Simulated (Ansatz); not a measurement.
# SbPd6S (R-3m) in Ansatz: reference runs, part 2 of 2

Ansatz 0.2.0. The steps go on from the part before.

### Step 3. Single point, PBE (atoms moved at random, drawn with an rms of 0.05 Å)

The input, input.yaml:

```yaml
crystal:
  lattice:
    - [2.2648899113, 1.3076348, 7.250786179]
    - [-2.2648899113, 1.3076348, 7.250786179]
    - [0.0, -2.6152695999, 7.250786179]
  atoms:
    - { symbol: Sb, position: [0.514652, 0.488791, 0.49822] }
    - { symbol: Pd, position: [0.73903, 0.755397, 0.766113] }
    - { symbol: Pd, position: [0.237961, 0.24493, 0.245465] }
    - { symbol: Pd, position: [0.375102, 0.367706, 0.370778] }
    - { symbol: Pd, position: [0.893421, 0.873204, 0.880623] }
    - { symbol: Pd, position: [0.112815, 0.118273, 0.123778] }
    - { symbol: Pd, position: [0.616824, 0.638148, 0.636805] }
    - { symbol: S, position: [0.00462, -0.00359, -0.002709] }
hamiltonian:
  xc: pbe
  pseudopotentials: { kind: paw }
kpoints:
  mp_grid: { grid: [7, 7, 7] }
scf:
  occupations: { method: fermi_dirac, width: 0.05 }
output:
  forces: true
  stress: true
  eigenvalues: true
  write_density: true
  write_potential: true
  elf: true
  volumetric_format: npy
```

Potentials or basis: Ansatz PAW.

The run is started by

```bash
ansatz run input.yaml --threads 4 --pin off --max-ram 10240MiB --backend cpu --events-out ev --progress --plain --runs-dir out
```

Log:

```text
Warning: RAYON_NUM_THREADS=4 ignored (pool sized by the plan → 4); use --threads N
basis.fft_grid_basis auto: the FFT boxes are laid along the combinations [[1, -1, 0], [0, 1, 0], [0, -1, 1]] of the cell's own vectors, 4.530, 7.708 and 4.530 Å long. The dense box has 32×54×32 points. Along the cell's own vectors, as sized, it would have 54×54×54, 2.85 times as many. basis.fft_grid_basis: typed keeps the cell's own vectors: state it where this run's energies or levels are differenced outside the engine with another run's, or held beside a run that keeps those vectors. Those combinations have planes normal to reciprocal vector 3, as the cell's own vectors have. Each planar average written beside output.write_density, output.write_potential has a row for each plane of the box: 32. The volumetric files lie along those combinations, not along the cell's own vectors: a cube or XSF file states them, and fields.json those of NumPy files.
Engine: ansatz 0.2.0, aarch64-unknown-linux-gnu
Pseudopotentials: kind: paw
Pseudopotential: Sb, paw, valence charge 15, recommended cutoff 420 eV (normal), Sb.paw.azcp
Pseudopotential: Pd, paw, valence charge 18, recommended cutoff 420 eV (normal), Pd.paw.azcp
Pseudopotential: S, paw, valence charge 6, recommended cutoff 420 eV (normal), S.paw.azcp
Functional definition: PBE
  parameter kappa = 0.804
  parameter beta = 0.06672455060314922
  exchange = pbe_x(kappa = kappa, mu = beta*pi^2/3)
  correlation = pbe_c(beta = beta)
Crystal: 8 atoms, lattice volume = 128.846 Å³
Basis set: ecut = 420 eV, 2491 PW (Γ), FFT grids on a1−a2, a2, −a2+a3, exchange–correlation on 64×108×64 points (8 copies of the dense FFT grid, shifted against one another)
Bands: 78, of which v1, the nominal top of the filled ones, is band 65 counted from 1 (64 counted from 0)
Symmetry: 1 space group operations
Space group: P1 (ITA 1), of the structure as read, at distance tolerance 5.1e-5 Å
k-points: 172 of 343 (time reversal used)
Non-local potential: Sb, projectors of the file, l = 0: 2, l = 1: 2, l = 2: 2, l = 3: 2
Non-local potential: Pd, projectors of the file, l = 0: 2, l = 1: 2, l = 2: 2, l = 3: 1
Non-local potential: S, projectors of the file, l = 0: 2, l = 1: 2, l = 2: 2
PAW form: soft (Blöchl's): semilocal exchange-correlation on the pseudo side does not see the compensation charge
PAW one-centre angular grid: Sb, 590 points (default); XC on 64 Gauss nodes
PAW one-centre angular grid: Pd, 590 points (default); XC on 64 Gauss nodes
PAW one-centre angular grid: S, 110 points (default); XC on 64 Gauss nodes
Initial density: superposition of atomic densities (neutral atoms: chi_scale 0, normalization atom), corrected by the library's trained network
Initial wavefunctions: pseudopotential atomic-orbital guess
Functional: x = pbe(κ = 0.804, μ = 0.2195149727645171), c = pbe(β = 0.06672455060314922)
SCF iter   1: F=—  HF=-49224.763619 eV  |F-HF|=—  |Δ(HF+E_count)|=         —  Δρ=3.79e-3  dr2=2.51e-2  ethr=1.77e-3  ⟨swp⟩=6.0  Hψ=50971  notcnv=0  defer=17
preconditioner: auto → Kerker (q_TF=auto, 2.729 Å⁻¹)  [metal: Δε(μ)=0.004 eV  Ē_g=8.028 eV  σ=0.050 eV  W_gap=0.02  n_scr=36 (ndim 8)  ℏωp=27.6 eV  f_vac=0.000  D(μ)=4.71/eV (n_scr^D=28)]
SCF iter   2: F=—  HF=-49224.763784 eV  |F-HF|=—  |Δ(HF+E_count)|=   1.65e-4  Δρ=2.21e-3  dr2=1.05e-2  ethr=1.95e-5  ⟨swp⟩=1.7  Hψ=16981  notcnv=0  defer=211
SCF iter   3: F=—  HF=-49224.763052 eV  |F-HF|=—  |Δ(HF+E_count)|=   7.32e-4  Δρ=3.61e-4  dr2=4.90e-4  ethr=8.17e-6  ⟨swp⟩=2.0  Hψ=15084  notcnv=0  defer=211
SCF iter   4: F=—  HF=-49224.763000 eV  |F-HF|=—  |Δ(HF+E_count)|=   5.23e-5  Δρ=1.24e-4  dr2=5.62e-5  ethr=3.80e-7  ⟨swp⟩=1.7  Hψ=15032  notcnv=0  defer=211
SCF iter   5: F=—  HF=-49224.763007 eV  |F-HF|=—  |Δ(HF+E_count)|=   7.07e-6  Δρ=4.28e-5  dr2=7.75e-6  ethr=4.36e-8  ⟨swp⟩=2.4  Hψ=20017  notcnv=0  defer=211
SCF iter   6: F=—  HF=-49224.763006 eV  |F-HF|=—  |Δ(HF+E_count)|=   9.08e-7  Δρ=1.37e-5  dr2=7.87e-7  ethr=6.01e-9  ⟨swp⟩=2.1  Hψ=21190  notcnv=0  defer=211
SCF iter   7: F=-49224.763006 eV  HF=-49224.763006 eV  |F-HF|=4.30e-8  |Δ(HF+E_count)|=   7.57e-8  Δρ=4.94e-6  dr2=6.02e-8  ethr=7.75e-11  ⟨swp⟩=12.8  Hψ=85483  notcnv=0
SCF 1 converged in 7 iterations: F = -49224.763006 eV  dr2 = 6.02e-8
SCF converged after 7 iterations
Free energy (F): -49224.763006 eV
Harris-Foulkes:  -49224.763006 eV  (|F-HF|=4.30e-8)
Internal energy: -49224.723488 eV  (E = F + TS)
E sigma→0 (E₀):  -49224.743247 eV
Entropy (-TS):   -0.039518 eV (-4.940 meV/atom)
Fermi energy:    17.443956 eV
--- Per-component energies (eV) ---
  E_band       = -1079.965744
  E_kinetic    = 3401.166235
  E_local      = -13326.076334  (includes V_loc(G=0)·N_el)
  E_nonlocal   = 1702.985989
  E_hartree    = 5541.284586
  E_xc         = -1246.531947
  E_vxc        = -1452.281299  (∫ρ·V_xc dr)
  E_paw        = -27685.083276  (= ΣΔE_a)
  E_vpaw       = -2488.315736  (= ΣTr[D̂ρ^β])
  E_aug_tail   = 0.001196  (compensation charges beyond the density's cutoff)
  E_ewald      = -17612.469936
  E_smearing   = -0.039518  (= −TS)
  E_closure    = 0.000000  (closes the sum)
  Σ components = -49224.763006   (vs F -49224.763006, Δ=0.00e0)
--- Forces (eV/Å), atoms counted from 1 ---
  atom   1  Sb    -0.21613607    -0.09713629    -0.03950461
  atom   2  Pd     0.27113866     0.27617092     0.42049420
  atom   3  Pd     0.29403501     0.05911423     0.41044128
  atom   4  Pd    -0.22529325    -0.18394908    -0.24955148
  atom   5  Pd    -0.31841490    -0.06744634    -0.09493884
  atom   6  Pd     0.04237962    -0.05500333    -0.33294914
  atom   7  Pd     0.05471630     0.02192372    -0.15052192
  atom   8  S      0.09757742     0.04632850     0.03652647
  max |Σ_I F_I| component: 4.03e-6 eV/Å
--- Stress (GPa, compression-positive) ---
       -0.473254      -0.527981       0.346866
       -0.527981      -0.366669       0.143876
        0.346866       0.143876      -0.772465
  P = ⅓ Tr σ = -0.5375 GPa (-5.375 kbar)
--- Band table (eV; the first three rows and the last of 172) ---
  k-point 0: bands = ["-66.8517", "-66.8228", "-66.5741", "-66.5329", "-66.3808", "-66.3670", "-32.6378", "-32.6343", "-32.6250", "-32.6017", "-32.5932", "-32.5609", "-32.4048", "-32.3413", "-32.3249", "-32.3114", "-32.2737", "-32.2575", "-32.1359", "-32.1198", "-32.1174", "-32.1122", "-32.1028", "-32.0850", "-12.0350", "-12.0333", "-12.0282", "-12.0193", "-12.0186", "3.6496", "6.6023", "11.1129", "11.9676", "12.0388", "12.1052", "12.5668", "12.5871", "13.0121", "13.0251", "13.8036", "13.8950", "13.9414", "13.9987", "14.2734", "14.2918", "14.5528", "14.5659", "14.8045", "14.9091", "15.2482", "15.6741", "15.7694", "15.8716", "16.0079", "16.0196", "16.0780", "16.1237", "16.2307", "16.3405", "16.3497", "16.3750", "16.5889", "16.6446", "17.8766", "17.9077", "18.5739", "18.7141", "19.9985", "20.0247", "21.9988", "22.2088", "22.9818", "23.0486", "23.0969", "23.2572", "24.6309", "25.3118", "25.4650"]
  k-point 1: bands = ["-66.8516", "-66.8227", "-66.5740", "-66.5329", "-66.3810", "-66.3673", "-32.6406", "-32.6317", "-32.6246", "-32.6028", "-32.5936", "-32.5602", "-32.4060", "-32.3440", "-32.3243", "-32.3081", "-32.2729", "-32.2565", "-32.1342", "-32.1226", "-32.1171", "-32.1114", "-32.1048", "-32.0846", "-12.0352", "-12.0332", "-12.0281", "-12.0192", "-12.0185", "3.6945", "6.6999", "11.2630", "11.7978", "12.0604", "12.1285", "12.3919", "12.5920", "13.1420", "13.2340", "13.6960", "13.8781", "13.9083", "13.9935", "14.2713", "14.3341", "14.4352", "14.5664", "14.7913", "14.8701", "15.2359", "15.4174", "15.6737", "15.7611", "15.9060", "16.0215", "16.0407", "16.0930", "16.2930", "16.3099", "16.4243", "16.5300", "16.6594", "16.7460", "17.7044", "17.8071", "18.5417", "18.6961", "19.5567", "20.1367", "21.7196", "22.1500", "22.6026", "22.9157", "23.1175", "23.7464", "24.7390", "25.6244", "25.8676"]
  k-point 2: bands = ["-66.8512", "-66.8224", "-66.5738", "-66.5328", "-66.3814", "-66.3678", "-32.6424", "-32.6326", "-32.6218", "-32.6050", "-32.5943", "-32.5584", "-32.4081", "-32.3489", "-32.3240", "-32.3002", "-32.2733", "-32.2542", "-32.1314", "-32.1285", "-32.1168", "-32.1095", "-32.1084", "-32.0832", "-12.0357", "-12.0328", "-12.0278", "-12.0191", "-12.0183", "3.7950", "6.9477", "11.3625", "11.6098", "12.0064", "12.2406", "12.4058", "12.6530", "13.3617", "13.3934", "13.6742", "13.7985", "13.8956", "13.9569", "14.1032", "14.2935", "14.3481", "14.6203", "14.7875", "14.8611", "15.0789", "15.1024", "15.2677", "15.5582", "15.7382", "15.9103", "16.1313", "16.1874", "16.2511", "16.2853", "16.5311", "16.6655", "16.7352", "16.9611", "17.2971", "17.3956", "18.3353", "18.6662", "18.9559", "20.1437", "21.0990", "22.3487", "22.6560", "22.9558", "23.7027", "24.1681", "24.5464", "25.3088", "26.3953"]
  k-point 171: bands = ["-66.8511", "-66.8222", "-66.5737", "-66.5328", "-66.3816", "-66.3681", "-32.6422", "-32.6386", "-32.6238", "-32.6010", "-32.5840", "-32.5680", "-32.4073", "-32.3524", "-32.3127", "-32.3095", "-32.2703", "-32.2540", "-32.1434", "-32.1158", "-32.1121", "-32.1115", "-32.0982", "-32.0966", "-12.0350", "-12.0342", "-12.0274", "-12.0189", "-12.0180", "3.8811", "7.1908", "11.1482", "11.4443", "12.0087", "12.4023", "12.6162", "12.9274", "13.4192", "13.5189", "13.5391", "13.7197", "13.8587", "13.9878", "14.1638", "14.1849", "14.3543", "14.6790", "14.8873", "14.9123", "14.9182", "15.0429", "15.2238", "15.5478", "15.6335", "15.7065", "15.9126", "16.1712", "16.2360", "16.2619", "16.3241", "16.4604", "16.5075", "16.8865", "17.2589", "17.3064", "17.4707", "18.2621", "19.5005", "19.8768", "21.4518", "22.1611", "22.5831", "23.0406", "23.5900", "24.6185", "25.6027", "25.8681", "27.0537"]
```

Wall time 49 s (4 threads of Arm Neoverse V2, shared host); peak memory 1.4 GiB.

Results:

| Item | Value |
| --- | --- |
| Free energy | -49224.7630 eV |
| Pressure | -0.5 GPa |
| Largest force | 0.571 eV/Å |
| Band gap on the k mesh | none (metal or under the smearing width) |

Forces on the atoms (eV/Å):
```
Sb  -0.216 -0.097 -0.040
Pd   0.271  0.276  0.420
Pd   0.294  0.059  0.410
Pd  -0.225 -0.184 -0.250
Pd  -0.318 -0.067 -0.095
Pd   0.042 -0.055 -0.333
Pd   0.055  0.022 -0.151
S    0.098  0.046  0.037
```

Spin-orbit coupling is left out, which matters for the levels of Sb.
